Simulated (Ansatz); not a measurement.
# HPbNO4 in Ansatz: the effect of functional

Crystal: HPbNO4.

```
CELL_PARAMETERS angstrom
4.19923 0.11117 0.16817
1.91600 3.89132 0.12568
1.76085 1.25259 6.37266
ATOMIC_POSITIONS crystal
H 0.89145 0.68202 0.62796
Pb 0.14426 0.92872 0.88352
N 0.25670 0.28861 0.30171
O 0.83108 0.65056 0.78405
O 0.38694 0.22380 0.11295
O 0.31104 0.03576 0.45856
O 0.07726 0.60633 0.32275
```

The cell was built by a generator and needn't be a form met in nature.

Alike in all runs:

| Quantity | Value |
| --- | --- |
| Program | Ansatz 0.2.0 |
| Task | band structure |
| Potentials or basis | Ansatz PAW |
| k mesh | 7 × 7 × 5 |
| Occupations | fermi-dirac, width 0.05 eV |
| Spin | no spin polarisation |

| functional | cutoff | gap on the mesh (eV) | pressure (GPa) | largest force (eV/Å) |
| --- | --- | --- | --- | --- |
| BLYP | 420 eV (not typed: the program's choice for these potentials) | 2.78 | 2.1 | 0.33 |
| revPBE | 420 eV (not typed: the program's choice for these potentials) | 2.86 | 2.1 | 0.18 |
| PBEsol | 420 eV (not typed: the program's choice for these potentials) | 2.81 | -2.9 | 0.39 |
| r2SCAN | 500 eV (not typed: the program's choice for these potentials) | ? | ? | ? |

Q: What does the run with functional r2SCAN give?

A: gap on the mesh 3.15 eV; pressure -3.2 GPa; largest force 0.68 eV/Å.

Caveats: spin-orbit coupling is left out, which as a rule narrows the gap of such compounds by several tenths of an eV; the PAW data sets come from PBE, with cores solved anew for the run's functional, which leaves a small shift of forces and pressure.

A k mesh can miss the band edges.

Runs at the PBE level aren't shown here.
